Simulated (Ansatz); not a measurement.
# Cu3W2: the cost of one run

Method: DFT PBE, scalar-relativistic, plane waves, PAW, in Ansatz 0.2.0.

## (1) The system as given

Symmetry: P4/mmm, No. 123, tetragonal system. Conventional cell: a = 3.338 Å, b = 3.338 Å, c = 8.049 Å, α = 90.00°, β = 90.00°, γ = 90.00°. Around Cu (site symmetry 4/mmm) lie 8 Cu at 2.50 Å. Around Cu (site symmetry 4mm) lie 1 Cu at 1.65 Å. W (site symmetry 4/mmm) is surrounded by 4 W at 2.36 Å.

As a file:

```
Cu W
1.0
     3.33825    0.00000    0.00000
     0.00000    3.33825    0.00000
     0.00000    0.00000    8.04915
Cu W
3 2
Direct
  0.00000 0.00000 0.50000
  0.50000 0.50000 0.60242
  0.50000 0.50000 0.39758
  0.00000 0.00000 0.00000
  0.50000 0.50000 0.00000
```

Recipe of the guess: random cell by space group and Wyckoff sites (P4/mmm, No. 123). Its size is a rough estimate.

## (2) Probe: one point on a coarse mesh

File input.yaml:

```yaml
crystal:
  lattice:
    - [3.33824951, 0.0, 0.0]
    - [0.0, 3.33824951, 0.0]
    - [0.0, 0.0, 8.04915168]
  atoms:
    - { symbol: Cu, position: [0.0, 0.0, 0.5] }
    - { symbol: Cu, position: [0.5, 0.5, 0.6024216] }
    - { symbol: Cu, position: [0.5, 0.5, 0.3975784] }
    - { symbol: W, position: [0.0, 0.0, 0.0] }
    - { symbol: W, position: [0.5, 0.5, 0.0] }
basis:
  ecutwfc: 420
kpoints:
  mp_grid: { grid: [6, 6, 2] }
hamiltonian:
  xc: pbe
scf:
  occupations: { method: gaussian, width: 0.1 }
  lower_state_search: "off"
output:
  forces: true
  stress: true
  eigenvalues: true
```

On the command line:

```
$ ansatz run input.yaml --threads 1 --pin off --max-ram 2560MiB --backend cpu --events-out ev --progress --plain --runs-dir out
```

**Question.** How long does this run take on 1 thread of Intel Xeon at 2.50GHz (Skylake/Cascade Lake), shared host, and how much memory does it need?

About 8.3 s, with a peak of 0.41 GiB.
